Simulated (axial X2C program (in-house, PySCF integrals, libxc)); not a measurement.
**SeP⁻: properties at the nuclei**

Aim: properties at the nuclei of SeP⁻, with spin–orbit coupling in the Hamiltonian from the start.

Computed with an in-house X2C program for linear molecules on PySCF integrals. Level: two-component X2C with atomic mean-field terms, Se dyall-acv3z, P dyall-av3z.

All values are calculated.

## 1. The job

Input file task.json:

```json
{
 "zs": [
  34,
  15
 ],
 "q": -1,
 "bas": [
  "dyall-acv3z",
  "dyall-av3z"
 ],
 "r0": 2.09,
 "levels": [
  "PBE0",
  "HF",
  "r2SCAN",
  "B3LYP",
  "PBE50"
 ],
 "nst": 3
}
```

Keys: zs atomic numbers; q charge; bas basis sets; r0 starting distance in Å; levels methods (HF also brings MP2); nst determinants followed.

The run is started by

```
python soeom.py task.json out
```

Nuclei are Gaussian, cores are contracted, and the Gaunt term is on.

## 2. Expectation values, lowest determinant

R = 2.146 Å. State: Ω = 1 (excess of +ω over −ω: ω = -1/2, ω = 3/2).

Output of the PBE0 run:

```text
two-component X2C + atomic mean field  PBE0
basis functions 180  fitting functions 985  grid points 5080
iter        total energy     max residual
   1      -2764.085104854     6.80e+00
   2      -2770.812209831     6.63e-02
   3      -2770.770438033     7.06e-02
   4      -2770.919078630     6.15e-03
   5      -2770.919383375     3.25e-03
   6      -2770.919625160     1.93e-03
   7      -2770.919737814     6.57e-05
   8      -2770.919738024     2.16e-05
   9      -2770.919738045     1.57e-05
  10      -2770.919738055     6.68e-06
  11      -2770.919738056     8.35e-07
converged
one-electron -4113.45649270  Coulomb 1329.44193629  exact exchange -27.42253565  xc functional -84.29939071  nuclear repulsion 125.75972860  atomic mean-field constant -0.94298388
```

The highest occupied spinor is 40% P p, 33% Se p, 11% P d.

```csv
level,Eeff magnitude (GV/cm),Ws magnitude Se (kHz),A∥/gI Se (MHz),qzz Se (a.u.),A∥/gI P (MHz),qzz P (a.u.)
PBE0,0.0407,0.0239,-153,2.48,-123,0.17
HF,0.0604,0.0848,-59.9,3.22,-61.8,-0.11
r2SCAN,0.0838,0.0848,-118,2.44,-66.2,0.23
B3LYP,0.0808,0.00141,-146,2.40,-106,0.24
PBE50,0.00175,0.0477,-120,2.72,-111,0.10
```

Eeff is the effective electric field on the electron dipole moment in this Ω state and Ws the scalar–pseudoscalar constant (defined with the proton number Z and per Ω); A∥ is the parallel hyperfine constant, which follows by multiplying with the nuclear g factor gI = μI/(I μN); qzz is the electric field gradient, eQq0 = 234.96 MHz × Q/barn × qzz. The operators were transformed with the bare-nucleus X2C matrices.

## 3. Expectation values, a higher determinant

R = 2.146 Å. State: Ω = 0 (closed shell), 0.54 eV above the lowest in the PBE0 search for states (made at or near this distance, with looser thresholds).

Output of the PBE0 run:

```text
two-component X2C + atomic mean field  PBE0
basis functions 180  fitting functions 985  grid points 5080
iter        total energy     max residual
   1      -2764.064616251     6.74e+00
   2      -2770.788764583     6.85e-02
   3      -2770.733037419     7.66e-02
   4      -2770.899406680     4.89e-03
   5      -2770.899704208     1.28e-03
   6      -2770.899707388     7.39e-04
   7      -2770.899722428     3.08e-04
   8      -2770.899725213     2.54e-05
   9      -2770.899725232     1.63e-05
  10      -2770.899725240     2.44e-06
  11      -2770.899725241     1.73e-07
converged
one-electron -4113.15194926  Coulomb 1329.11925026  exact exchange -27.40968523  xc functional -84.27408573  nuclear repulsion 125.75972860  atomic mean-field constant -0.94298388
```

The highest occupied spinor is 51% P p, 23% Se p, 12% Se d.

```csv
level,qzz Se (a.u.),qzz P (a.u.)
PBE0,2.07,0.28
HF,2.59,-0.04
r2SCAN,1.99,0.34
B3LYP,2.06,0.30
PBE50,2.26,0.20
```

## 4. Expectation values, a higher determinant

R = 2.146 Å. State: Ω = 2 (excess of +ω over −ω: ω = 1/2, ω = 3/2), 0.63 eV above the lowest in the PBE0 search for states (made at or near this distance, with looser thresholds).

Output of the PBE0 run:

```text
two-component X2C + atomic mean field  PBE0
basis functions 180  fitting functions 985  grid points 5080
iter        total energy     max residual
   1      -2764.059277953     6.74e+00
   2      -2770.785393411     6.85e-02
   3      -2770.729406545     7.65e-02
   4      -2770.896087359     5.11e-03
   5      -2770.896333019     1.76e-03
   6      -2770.896317885     1.90e-03
   7      -2770.896435820     1.48e-04
   8      -2770.896436326     2.50e-05
   9      -2770.896436348     2.30e-05
  10      -2770.896436360     8.77e-06
  11      -2770.896436364     4.63e-06
  12      -2770.896436366     8.98e-07
  13      -2770.896436366     1.23e-07
converged
one-electron -4113.12251646  Coulomb 1329.09208213  exact exchange -27.40951829  xc functional -84.27322846  nuclear repulsion 125.75972860  atomic mean-field constant -0.94298388
```

The highest occupied spinor is 48% P p, 25% Se p, 12% Se d.

```csv
level,Eeff magnitude (GV/cm),Ws magnitude Se (kHz),A∥/gI Se (MHz),qzz Se (a.u.),A∥/gI P (MHz),qzz P (a.u.)
PBE0,0.0806,0.0165,310,2.07,222,0.24
HF,0.0903,0.0189,246,2.56,252,-0.06
r2SCAN,0.0846,0.0173,321,1.98,206,0.31
B3LYP,0.0759,0.0153,315,2.06,225,0.26
PBE50,0.0767,0.0157,293,2.27,235,0.16
```

## 5. What came out

```
                                        quantity                                            value
                              lowest determinant  Ω = 1 (excess of +ω over −ω: ω = -1/2, ω = 3/2)
                    Eeff magnitude (GV/cm), PBE0                                           0.0407
                     Ws magnitude Se (kHz), PBE0                                           0.0239
                            A∥/gI Se (MHz), PBE0                                             -153
                             qzz Se (a.u.), PBE0                                             2.48
                              higher determinant                             Ω = 0 (closed shell)
         qzz Se (a.u.), PBE0, higher determinant                                             2.07
          qzz P (a.u.), PBE0, higher determinant                                             0.28
                              higher determinant   Ω = 2 (excess of +ω over −ω: ω = 1/2, ω = 3/2)
Eeff magnitude (GV/cm), PBE0, higher determinant                                           0.0806
 Ws magnitude Se (kHz), PBE0, higher determinant                                           0.0165
        A∥/gI Se (MHz), PBE0, higher determinant                                              310
         qzz Se (a.u.), PBE0, higher determinant                                             2.07
```

In words: In the first state, the effective field runs from 0.00175 to 0.0838 GV/cm over the mean-field levels, so the levels don't agree on it. The expectation values come from single determinants, which for open shells can mix terms of unlike spin or miss the lowest Ω, so a determinant need not be a state. Eeff is the effective electric field on the electron dipole moment in this Ω state and Ws the scalar–pseudoscalar constant (defined with the proton number Z and per Ω); A∥ is the parallel hyperfine constant, which follows by multiplying with the nuclear g factor gI = μI/(I μN); qzz is the electric field gradient, eQq0 = 234.96 MHz × Q/barn × qzz. The operators were transformed with the bare-nucleus X2C matrices.
